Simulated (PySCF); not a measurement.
# CH2AlNS (SMILES [H][Al]([H])[N]=C=S) at SOGGA11-X/6-31G(d) (density fitting, spherical functions)

Aim: the adiabatic singlet–triplet gap of CH2AlNS at SOGGA11-X/6-31G* (density fitting, spherical functions), from 2 runs. Input form: a Python script.

The calculation is run with PySCF 2.14.0.

5 further runs of the same task are left out: 1 that didn't finish, 4 set aside as unsound or not needed.

### 1 The system as given

The species is CH2AlNS (6 atoms), meant as a singlet with charge 0. As SMILES, `[H][Al]([H])[N]=C=S`. Geometry: a GFN2-xTB relaxation, a rough one for these elements and not checked as a minimum. The run starts from this shape.

Bond lengths: Al1–N4 1.790 Å, N4–C5 1.205 Å, C5–S6 1.548 Å, Al1–H2 1.535 Å, Al1–H3 1.534 Å. Angles: Al1–N4–C5 178.6°, N4–C5–S6 180.0°, H2–Al1–N4 119.5°, H3–Al1–N4 119.6°, H2–Al1–H3 120.9°.

### 2 A geometry optimisation at SOGGA11-X/6-31G(d) (density fitting, spherical functions)

The input, job.py:

```python
# AlH2(NCS)
from pyscf import gto, dft
from pyscf.geomopt.geometric_solver import kernel as optimise

molecule = gto.M(
    atom='''
Al   0.651170   1.127960  -0.004460
H    2.184710   1.108260   0.048360
H   -0.120470   2.453950  -0.032570
N   -0.249290  -0.418940  -0.021470
C   -0.848420  -1.463820  -0.005350
S   -1.617690  -2.807410   0.015490
''',
    charge=0,
    verbose=3,
    max_memory=1860,
    basis='6-31g*',
)

myscf = dft.RKS(molecule, xc='hyb_gga_x_sogga11_x,gga_c_sogga11_x')
myscf = myscf.density_fit()
converged, mol_eq = optimise(myscf, maxsteps=100, convergence_set='GAU_LOOSE')
print('converged:', converged)
print(mol_eq.tostring())

myscf.reset(mol_eq)
molecule = mol_eq
myscf.kernel()
e_tot = myscf.e_tot
print(f'total energy: {e_tot:.8f} hartree')
dip = myscf.dip_moment()
pop, q = myscf.mulliken_pop()
```

Run with:

```console
$ OMP_NUM_THREADS=1 python job.py
```

Log:

```text
convergence_set           GAU_LOOSE
maxiter                   100
----------------------------------------------------------
Custom engine selected.
Bonds will be generated from interatomic distances less than 1.20 times sum of covalent radii
18 internal coordinates being used (instead of 18 Cartesians)
Internal coordinate system (atoms numbered from 1):
Distance 1-2
Distance 1-3
Distance 1-4
Distance 4-5
Distance 5-6
Angle 2-1-4
Angle 3-1-4
LinearAngleX 1-4-5
LinearAngleY 1-4-5
LinearAngleX 4-5-6
LinearAngleY 4-5-6
Out-of-Plane 1-2-3-4
Translation-X 1-6
Translation-Y 1-6
Translation-Z 1-6
Rotation-A 1-6
Rotation-B 1-6
Rotation-C 1-6
> ===== Optimization Info: ====
> Job type: Energy minimization
> Maximum number of optimization cycles: 100
> Initial / maximum trust radius (Angstrom): 0.100 / 0.300
> Convergence Criteria:
> Will converge when all 5 criteria are reached:
>  |Delta-E| < 1.00e-06
>  RMS-Grad  < 1.70e-03
>  Max-Grad  < 2.50e-03
>  RMS-Disp  < 6.70e-03
>  Max-Disp  < 1.00e-02
> === End Optimization Info ===

Geometry optimization cycle 1
Cartesian coordinates (Angstrom)
[... 10 lines left out ...]
converged SCF energy = -734.631141479247
[... 22 lines left out ...]
converged SCF energy = -734.633718500036
[... 45 lines left out ...]
converged SCF energy = -734.633844863428
[... 45 lines left out ...]
converged SCF energy = -734.633844714659
[... 45 lines left out ...]
converged SCF energy = -734.633848616807
[... 35 lines left out ...]
Converged! =D
[... 8 lines left out ...]
converged SCF energy = -734.63384932988
[... 1 line left out ...]
Dipole moment(X, Y, Z, Debye):  1.40666,  2.43758, -0.00186
[... 36 lines left out ...]
pop of  3 N 3dx2-y2       0.00692
pop of  4 C 1s            1.99753
pop of  4 C 2s            0.73665
pop of  4 C 3s            0.46730
pop of  4 C 2px           0.60023
pop of  4 C 2py           0.74365
pop of  4 C 2pz           0.51501
pop of  4 C 3px           0.24946
pop of  4 C 3py           0.08850
pop of  4 C 3pz           0.32770
pop of  4 C 3dxy          0.01569
pop of  4 C 3dyz          0.02197
pop of  4 C 3dz^2         0.00357
pop of  4 C 3dxz          0.00731
pop of  4 C 3dx2-y2       0.02542
pop of  5 S 1s            1.99970
pop of  5 S 2s            1.99742
pop of  5 S 3s            1.33834
pop of  5 S 4s            0.53995
pop of  5 S 2px           1.99069
pop of  5 S 2py           1.98878
pop of  5 S 2pz           1.99139
pop of  5 S 3px           1.02667
pop of  5 S 3py           0.88233
pop of  5 S 3pz           1.07000
pop of  5 S 4px           0.44521
pop of  5 S 4py           0.22547
pop of  5 S 4pz           0.53755
pop of  5 S 3dxy          0.02328
pop of  5 S 3dyz          0.00949
pop of  5 S 3dz^2         0.00897
pop of  5 S 3dxz          0.00316
pop of  5 S 3dx2-y2       0.01596
 ** Mulliken atomic charges  **
charge of    0Al =      0.59240
charge of    1H =     -0.10525
charge of    2H =     -0.10522
charge of    3N =     -0.48761
charge of    4C =      0.20002
charge of    5S =     -0.09435
```

Run time: 32 s. Hardware: 1 thread of Intel Xeon 6975P-C (Granite Rapids), shared host; peak memory 0.71 GiB.

The path in brief:

```
step  energy from the first frame kept (eV)  largest force (eV/Å)
   0                                 0.0000                2.3362
   1                                -0.0701                0.5423
   2                                -0.0734                0.0703
   3                                -0.0736                0.0255
   4                                -0.0736                0.0331
   5                                -0.0736                0.0370
   6                                -0.0736                0.0235
   7                                -0.0737                0.0089
   8                                -0.0737                0.0076
```

After the run. Bond lengths: Al1–N4 1.802 Å, N4–C5 1.195 Å, C5–S6 1.583 Å, Al1–H2 1.577 Å, Al1–H3 1.577 Å. Angles: Al1–N4–C5 179.7°, N4–C5–S6 180.0°, H2–Al1–N4 116.8°, H3–Al1–N4 116.7°, H2–Al1–H3 126.5°.

### 3 The triplet

The input, job.py:

```python
from pyscf import gto, dft
from pyscf.geomopt.geometric_solver import kernel as optimise

mol = gto.M(
    atom='''
Al       0.651170       1.127960      -0.004460
H        2.184710       1.108260       0.048360
H       -0.120470       2.453950      -0.032570
N       -0.249290      -0.418940      -0.021470
C       -0.848420      -1.463820      -0.005350
S       -1.617690      -2.807410       0.015490
''',
    max_memory=1860,
    charge=0,
    basis='6-31g*',
    spin=2,
    verbose=3,
)

mf = dft.UKS(mol)
mf.xc = 'hyb_gga_x_sogga11_x,gga_c_sogga11_x'
mf = mf.density_fit()
converged, mol_eq = optimise(mf, maxsteps=100, convergence_set='GAU_LOOSE')
print('converged:', converged)
print(mol_eq.tostring())

mf.reset(mol_eq)
mol = mol_eq
mf.kernel()
if not mf.converged:
    mf = mf.newton().run(mf.mo_coeff, mf.mo_occ)
e_tot = mf.e_tot
print('Final energy', e_tot)
mf.analyze()
```

Run with:

```console
$ OMP_NUM_THREADS=1 python job.py
```

Log:

```text
convergence_set           GAU_LOOSE
maxiter                   100
----------------------------------------------------------
Custom engine selected.
Bonds will be generated from interatomic distances less than 1.20 times sum of covalent radii
18 internal coordinates being used (instead of 18 Cartesians)
Internal coordinate system (atoms numbered from 1):
Distance 1-2
Distance 1-3
Distance 1-4
Distance 4-5
Distance 5-6
Angle 2-1-4
Angle 3-1-4
LinearAngleX 1-4-5
LinearAngleY 1-4-5
LinearAngleX 4-5-6
LinearAngleY 4-5-6
Out-of-Plane 1-2-3-4
Translation-X 1-6
Translation-Y 1-6
Translation-Z 1-6
Rotation-A 1-6
Rotation-B 1-6
Rotation-C 1-6
> ===== Optimization Info: ====
> Job type: Energy minimization
> Maximum number of optimization cycles: 100
> Initial / maximum trust radius (Angstrom): 0.100 / 0.300
> Convergence Criteria:
> Will converge when all 5 criteria are reached:
>  |Delta-E| < 1.00e-06
>  RMS-Grad  < 1.70e-03
>  Max-Grad  < 2.50e-03
>  RMS-Disp  < 6.70e-03
>  Max-Disp  < 1.00e-02
> === End Optimization Info ===

Geometry optimization cycle 1
Cartesian coordinates (Angstrom)
[... 40 lines left out ...]
converged SCF energy = -734.470386954432  <S^2> = 2.0243428  2S+1 = 3.0161849
[... 81 lines left out ...]
WARN: HOMO -0.144831007320359 >= LUMO -0.206454722415923
[... 61 lines left out ...]
converged SCF energy = -734.480541340089  <S^2> = 2.0215294  2S+1 = 3.0143188
[... 84 lines left out ...]
WARN: HOMO -0.144379162459303 >= LUMO -0.20860158101178
[... 85 lines left out ...]
WARN: HOMO -0.146822227864246 >= LUMO -0.210109237251345
[... 62 lines left out ...]
WARN: HOMO -0.151286727333146 >= LUMO -0.213665978282229
[... 62 lines left out ...]
converged SCF energy = -734.485177070738  <S^2> = 2.0222313  2S+1 = 3.0147844
[... 61 lines left out ...]
WARN: HOMO -0.187107517593037 >= LUMO -0.223368503577165
[... 84 lines left out ...]
WARN: HOMO -0.203465517721513 >= LUMO -0.220445494119139
[... 167 lines left out ...]
converged SCF energy = -734.501376738188  <S^2> = 2.010487  2S+1 = 3.0069832
[... 462 lines left out ...]
converged SCF energy = -734.505702246447  <S^2> = 2.0076241  2S+1 = 3.0050785
[... 428 lines left out ...]
converged: True
[... 7 lines left out ...]
WARN: HOMO -0.155060713826958 >= LUMO -0.216617063454724

converged SCF energy = -734.505879329505  <S^2> = 2.007813  2S+1 = 3.0052041
Final energy -734.5058793295053
**** MO energy ****
                             alpha | beta                alpha | beta
MO #1   energy= -89.6434495196052  | -89.6428927446729  occ= 1 | 1
MO #2   energy= -56.6889546927894  | -56.6851847090711  occ= 1 | 1
MO #3   energy= -14.6811510927128  | -14.6797006038103  occ= 1 | 1
[... 64 lines of this table left out ...]
MO #68  energy= 3.17552048604854   | 3.17675873733823   occ= 0 | 0

To work with the spin densities directly, `use mulliken_meta_spin()` only printing them here.

 ** Mulliken spin pop alpha/beta on meta-lowdin orthogonal AOs **
 ** Mulliken Spin Density (per atom)  **
spin density of  0 Al =      0.99001
spin density of  1 H =      0.43968
spin density of  2 H =      0.44057
spin density of  3 N =      0.03535
spin density of  4 C =      0.01675
spin density of  5 S =      0.07764
 ** Mulliken pop alpha/beta on meta-lowdin orthogonal AOs **
 ** Mulliken atomic charges   ( Nelec_alpha | Nelec_beta ) **
charge of  0Al =      0.35955  (     6.81523      5.82522 )
charge of  1H =      0.00720  (     0.71624      0.27656 )
charge of  2H =      0.00749  (     0.71654      0.27597 )
charge of  3N =     -0.38645  (     3.71090      3.67555 )
charge of  4C =      0.11733  (     2.94971      2.93296 )
charge of  5S =     -0.10513  (     8.09138      8.01374 )
Dipole moment(X, Y, Z, Debye):  1.45481,  2.55177,  0.58429
```

Run time: 5.5 min. Hardware: 1 thread of Intel Xeon 6975P-C (Granite Rapids), shared host; peak memory 0.71 GiB.

The path in brief:

```
step  energy from the first frame kept (eV)  largest force (eV/Å)
   0                                 0.0000                3.5311
   3                                -0.2763                0.0620
   6                                -0.2882                0.2193
   9                                -0.4025                1.1633
  12                                -0.5218                1.2428
  15                                -0.5634                3.2532
  18                                -0.8433                1.6524
  21                                -0.8490                4.9159
  24                                -0.9130                2.5013
  27                                -0.9587                0.1786
  30                                -0.9590                0.2483
  33                                -0.9604                0.1690
  36                                -0.9610                0.1611
  39                                -0.9610                0.1616
  42                                -0.9610                0.1603
  45                                -0.9617                0.1465
  48                                -0.9641                0.1042
  51                                -0.9659                0.0145
  54                                -0.9657                0.0099
  56                                -0.9658                0.0088
```

After the run. Bond lengths: Al1–N4 1.815 Å, N4–C5 1.197 Å, C5–S6 1.583 Å, Al1–H2 1.721 Å, Al1–H3 1.722 Å. Angles: Al1–N4–C5 164.5°, N4–C5–S6 178.8°, H2–Al1–N4 108.2°, H3–Al1–N4 108.2°, H2–Al1–H3 58.5°.

### 4 What came out

Level: SOGGA11-X/6-31G* (density fitting, spherical functions).

| quantity | value |
| --- | --- |
| singlet: total energy at the end | -734.63385 Eh |
| singlet: dipole moment | 2.81 D |
| singlet: HOMO energy | -7.96 eV |
| singlet: LUMO energy | -1.65 eV |
| singlet: HOMO–LUMO gap | 6.31 eV |
| triplet: total energy at the end | -734.50588 Eh |
| triplet: dipole moment | 2.99 D |
| triplet: HOMO energy (highest over α and β) | -6.86 eV |
| triplet: LUMO energy (lowest over α and β) | -3.99 eV |
| triplet: ⟨S²⟩ | 2.008 |
| adiabatic energy of the triplet above the singlet (no zero-point term) | 3.482 eV |

**Reading.** The adiabatic energy of the triplet above the singlet (no zero-point term) is 3.48 eV (80 kcal/mol). The optimisation (singlet) took 8 steps and changed the energy by -0.074 eV. Mulliken charges (singlet) run from -0.49 on N4 to +0.59 on Al1; they depend strongly on the basis. The optimisation (triplet) took 56 steps and changed the energy by -0.966 eV.
